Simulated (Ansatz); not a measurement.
What does this script print? It uses the Ansatz DFT code, driven from Python.

`phonons.py`
```python
from pathlib import Path

import ansatz as az
import numpy as np

xtal = (
    az.Lattice.of([-2.089375, 2.089375, 2.089375], [2.089375, -2.089375, 2.089375], [2.089375, 2.089375, -2.089375])
    .atom("I", [0.0, 0.0, 0.0])
)

job = (
    xtal.calculation()
    .functional("r2scan")
    .basis(600)
    .occupations("Marzari-Vanderbilt", width=150 * az.meV)
    .scf(tolerance=1e-09)
    .kpoints(10, 10, 10)
    .phonons("fd", supercell=2, temperatures=(0, 500, 50))
)
done = job.run(threads=1, backend="cpu", runs_dir="phonon_runs")
folder = Path(done.output_folder) / "results"
ph = done.phonons

for mode, w in enumerate(ph.gamma_omega_inv_cm, start=1):
    print(f"Gamma mode {mode:2d}: {w:8.1f} 1/cm  {w / 33.35641:7.3f} THz")
print(f"{ph.n_members} displaced supercells, sum-rule residual {ph.asr_residual_pre_ev_ang2:.1e} eV/A^2")
sums = ph.harmonic_sums
print(f"zero-point energy {1000 * sums.zero_point_energy_ev:.2f} meV per cell")
t, f_vib = np.asarray(sums.temperatures_k), np.asarray(sums.vibrational_free_energy_ev)
for temperature, value in zip(t, f_vib):
    print(f"T = {temperature:6.0f} K   F_vib = {1000 * value:9.2f} meV per cell")
```

```console
$ python phonons.py
Gamma mode  1:      0.0 1/cm    0.000 THz
Gamma mode  2:      0.0 1/cm    0.000 THz
Gamma mode  3:      0.0 1/cm    0.000 THz
1 displaced supercells, sum-rule residual 8.6e-05 eV/A^2
zero-point energy 9.66 meV per cell
T =      0 K   F_vib =      9.66 meV per cell
T =     50 K   F_vib =      5.51 meV per cell
T =    100 K   F_vib =     -8.87 meV per cell
T =    150 K   F_vib =    -29.59 meV per cell
T =    200 K   F_vib =    -54.59 meV per cell
T =    250 K   F_vib =    -82.81 meV per cell
T =    300 K   F_vib =   -113.61 meV per cell
T =    350 K   F_vib =   -146.56 meV per cell
T =    400 K   F_vib =   -181.36 meV per cell
T =    450 K   F_vib =   -217.77 meV per cell
T =    500 K   F_vib =   -255.61 meV per cell
```

The cell isn't relaxed first, so the values belong to this volume. The mesh is modest for a metal, so energies can be off by several to tens of meV an atom and pressures by half a GPa or more; differences at equal mesh fare better. A negative frequency stands for an imaginary mode. The free energy holds a sizeable smearing term, which stands for no physical temperature. This isn't the structure that I takes at ambient conditions. The structure is taken as given and the supercell is small; imaginary modes can come from an unrelaxed or unstable start. Phonons of metals also depend on mesh and smearing. Finished in 2.1 min on 1 thread of AMD EPYC 7R43 64-Core Processor (Zen 3), on a shared host, peak memory 2.5 GiB.
